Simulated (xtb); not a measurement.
**CH4ClGaS (SMILES [CH3][Ga]([SH])[Cl]) at 3 levels**

We compute a comparison of 3 runs (GFN-FF, GFN2-xTB, GFN1-xTB) of CH4ClGaS. 

The results are computed with xtb 6.7.1.

3 further runs of the same task are left out: 3 set aside as unsound or not needed.

## (1) The molecule

CH4ClGaS has 8 atoms, charge 0, and is taken as a singlet. As SMILES, `[CH3][Ga]([SH])[Cl]`. Geometry: a GFN2-xTB relaxation, a rough one for these elements and not checked as a minimum. This is one conformer, not always the lowest.

Bond lengths: C1–Ga2 2.041 Å, Ga2–S3 2.244 Å, Ga2–Cl4 2.107 Å, C1–H5 1.092 Å, C1–H6 1.093 Å, C1–H7 1.091 Å, S3–H8 1.330 Å. Angles: C1–Ga2–S3 122.9°, C1–Ga2–Cl4 122.1°, S3–Ga2–Cl4 115.0°, Ga2–C1–H5 109.9°, Ga2–C1–H6 109.9°, Ga2–C1–H7 109.9°, Ga2–S3–H8 91.7°, H5–C1–H6 108.4°, H5–C1–H7 109.7°, H6–C1–H7 109.1°.

## (2) Energy and gradient at GFN-FF (run 1)

File .CHRG:

```
0
```

File .UHF:

```
0
```

File coord:

```
$coord
     -1.205361808593      2.330277976060      0.949738555714  c
      0.076817366966     -1.013989243952     -0.481010887762  ga
      4.178052180719     -2.093892135130     -0.487190292190  s
     -2.380658074542     -3.719018807786     -2.061029797823  cl
     -2.506665012532      3.214367446205     -0.386883629495  h
     -2.217234559285      1.995909835568      2.718219852184  h
      0.382688437498      3.594561445218      1.311054190743  h
      3.672380367030     -4.308216516183     -1.562897991372  h
$end
```

Launch:

```console
$ xtb coord --gff --grad -P 1 > xtb.out
```

Log:

```text
* xtb version 6.7.1
[...]
         ::                     SUMMARY                     ::
         :::::::::::::::::::::::::::::::::::::::::::::::::::::
         :: total energy              -0.856275985391 Eh    ::
         :: gradient norm              0.031611271592 Eh/a0 ::
         ::.................................................::
         :: bond energy               -0.877946816241 Eh    ::
         :: angle energy               0.000314612498 Eh    ::
         :: torsion energy             0.000874386988 Eh    ::
         :: repulsion energy           0.036009433260 Eh    ::
         :: electrostat energy        -0.011442071112 Eh    ::
         :: dispersion energy         -0.004025832744 Eh    ::
         :: HB energy                 -0.000003034983 Eh    ::
         :: XB energy                  0.000000000000 Eh    ::
         :: bonded atm energy         -0.000056663057 Eh    ::
         :: external energy            0.000000000000 Eh    ::
         :: add. restraining           0.000000000000 Eh    ::
         :: total charge              -0.000000000000 e     ::
[...]
molecular dipole:
                 x           y           z       tot (Debye)
 q only:        0.000       0.639       0.306       1.801
           -------------------------------------------------
          | TOTAL ENERGY               -0.856275985391 Eh   |
          | GRADIENT NORM               0.031611271592 Eh/α |
           -------------------------------------------------
########################################################################
[WARNING] Runtime exception occurred
-1- gfnff_setup: Could not read topology file.
########################################################################
[...]
```

Standard error:

```text
normal termination of xtb
```

Run time: 0.026 s. Hardware: 1 thread of Intel Xeon 6975P-C (Granite Rapids), shared host.

## (3) Energy and forces at GFN2-xTB (run 2)

.CHRG is that of step 2.

.UHF is that of step 2.

File mol.xyz:

```xyz
8

C     -0.63785     1.23313     0.50258
Ga     0.04065    -0.53658    -0.25454
S      2.21093    -1.10804    -0.25781
Cl    -1.25979    -1.96802    -1.09065
H     -1.32647     1.70097    -0.20473
H     -1.17331     1.05619     1.43842
H      0.20251     1.90216     0.69378
H      1.94334    -2.27981    -0.82705
```

Launch:

```console
$ xtb mol.xyz --json --gfn 2 --grad | tee mol.out
```

Log:

```text
* xtb version 6.7.1
[...]
          :  # basis functions                  38          :
[...]
          :  # electrons                        24          :
[...]
          :  Hamiltonian                  GFN2-xTB          :
[...]
          :  net charge                          0          :
          :  unpaired electrons                  0          :
[...]
   *** convergence criteria satisfied after 15 iterations ***
[...]
         ::                     SUMMARY                     ::
         :::::::::::::::::::::::::::::::::::::::::::::::::::::
         :: total energy             -13.263015934213 Eh    ::
         :: gradient norm              0.000366142576 Eh/a0 ::
         :: HOMO-LUMO gap              3.623760442327 eV    ::
         ::.................................................::
         :: SCC energy               -13.334486429022 Eh    ::
         :: -> isotropic ES            0.017299834214 Eh    ::
         :: -> anisotropic ES         -0.001005754933 Eh    ::
         :: -> anisotropic XC          0.003217684349 Eh    ::
         :: -> dispersion             -0.004986632341 Eh    ::
         :: repulsion energy           0.071470494809 Eh    ::
         :: add. restraining           0.000000000000 Eh    ::
         :: total charge               0.000000000000 e     ::
         :::::::::::::::::::::::::::::::::::::::::::::::::::::
[...]
        12        2.0000           -0.4024087             -10.9501 (HOMO)
        13                         -0.2692379              -7.3263 (LUMO)
[...]
     #   Z          covCN         q      C6AA      α(0)
     1   6 C        3.625    -0.138    23.642     7.006
     2  31 Ga       2.506     0.059   217.255    33.054
     3  16 S        1.785    -0.250   151.774    20.736
     4  17 Cl       0.792    -0.129   103.048    15.529
     5   1 H        0.924     0.083     1.949     2.183
     6   1 H        0.924     0.082     1.954     2.186
     7   1 H        0.924     0.088     1.895     2.153
     8   1 H        0.923     0.204     1.079     1.625
[...]
molecular dipole:
                 x           y           z       tot (Debye)
 q only:       -0.176       0.493       0.218
   full:       -0.591       0.570       0.204       2.150
molecular quadrupole (traceless):
[...]
          | TOTAL ENERGY              -13.263015934213 Eh   |
          | GRADIENT NORM               0.000366142576 Eh/α |
          | HOMO-LUMO GAP               3.623760442327 eV   |
           -------------------------------------------------
[...]
```

Standard error:

```text
normal termination of xtb
```

It took 0.034 s on 1 thread of Intel Xeon 6975P-C (Granite Rapids), shared host.

## (4) Energy and gradient at GFN1-xTB (run 3)

.CHRG is that of step 3.

.UHF is that of step 3.

File struc.xyz:

```xyz
8
CH4ClGaS
C     -0.63785000     1.23313000     0.50258000
Ga     0.04065000    -0.53658000    -0.25454000
S      2.21093000    -1.10804000    -0.25781000
Cl    -1.25979000    -1.96802000    -1.09065000
H     -1.32647000     1.70097000    -0.20473000
H     -1.17331000     1.05619000     1.43842000
H      0.20251000     1.90216000     0.69378000
H      1.94334000    -2.27981000    -0.82705000
```

Launch:

```console
$ xtb struc.xyz --json --grad --gfn 1 > run.log
```

Log:

```text
* xtb version 6.7.1
[...]
          :  # basis functions                  42          :
[...]
          :  # electrons                        24          :
[...]
          :  Hamiltonian                  GFN1-xTB          :
[...]
          :  net charge                          0          :
          :  unpaired electrons                  0          :
[...]
   *** convergence criteria satisfied after 10 iterations ***
[...]
         ::                     SUMMARY                     ::
         :::::::::::::::::::::::::::::::::::::::::::::::::::::
         :: total energy             -13.638908494695 Eh    ::
         :: gradient norm              0.041212846095 Eh/a0 ::
         :: HOMO-LUMO gap              5.408884816426 eV    ::
         ::.................................................::
         :: SCC energy               -13.716935587591 Eh    ::
         :: -> electrostatic           0.007796273581 Eh    ::
         :: repulsion energy           0.080810487887 Eh    ::
         :: dispersion energy         -0.002783394991 Eh    ::
         :: halogen bond corr.         0.000000000000 Eh    ::
         :: add. restraining           0.000000000000 Eh    ::
         :: total charge               0.000000000000 e     ::
         :::::::::::::::::::::::::::::::::::::::::::::::::::::
[...]
        12        2.0000           -0.4193955             -11.4123 (HOMO)
        13                         -0.2206227              -6.0034 (LUMO)
[...]
     #   Z sym  total        # sym  WBO       # sym  WBO       # sym  WBO
 ---------------------------------------------------------------------------
     1   6 C    3.960 --     7 H    0.955     5 H    0.951     6 H    0.947
                             2 Ga   0.884     3 S    0.130
     2  31 Ga   3.386 --     3 S    1.187     4 Cl   1.145     1 C    0.884
     3  16 S    2.326 --     2 Ga   1.187     8 H    0.934     1 C    0.130
     4  17 Cl   1.317 --     2 Ga   1.145
     5   1 H    1.000 --     1 C    0.951
     6   1 H    1.000 --     1 C    0.947
     7   1 H    1.001 --     1 C    0.955
     8   1 H    0.986 --     3 S    0.934
 ---------------------------------------------------------------------------
[...]
          | TOTAL ENERGY              -13.638908494695 Eh   |
          | GRADIENT NORM               0.041212846095 Eh/α |
          | HOMO-LUMO GAP               5.408884816426 eV   |
           -------------------------------------------------
[...]
```

Standard error:

```text
normal termination of xtb
```

Wall time 0.034 s (1 thread of Intel Xeon 6975P-C (Granite Rapids), shared host).

## (5) The series

| run | level | energy (Eh) | dipole moment (D) | dispersion energy (kJ/mol) | largest force (eV/Å) | wall time |
| --- | --- | --- | --- | --- | --- | --- |
| 1 | GFN-FF | -0.856276 | 1.80 | -10.57 | 1.149 | 0.026 s |
| 2 | GFN2-xTB | -13.263016 | 2.15 | -13.09 | 0.010 | 0.034 s |
| 3 | GFN1-xTB | -13.638908 | 1.65 | -7.31 | 1.532 | 0.034 s |

## (6) Outcome

| quantity | value |
| --- | --- |
| run 3: total energy | -13.63891 Eh |
| run 3: dipole moment | 1.65 D |
| run 3: HOMO energy | -11.41 eV |
| run 3: LUMO energy | -6.00 eV |
| run 3: HOMO–LUMO gap | 5.41 eV |
| run 3: dispersion energy | -7.31 kJ/mol |
| run 3: largest force on an atom | 1.532 eV/Å |

The dipole moment (its size) runs from 1.65 D (GFN1-xTB) to 2.15 D (GFN2-xTB). Force-field and semi-empirical energies have zeros of their own, so their totals don't compare. All runs together took 0.094 s, the longest 0.034 s.
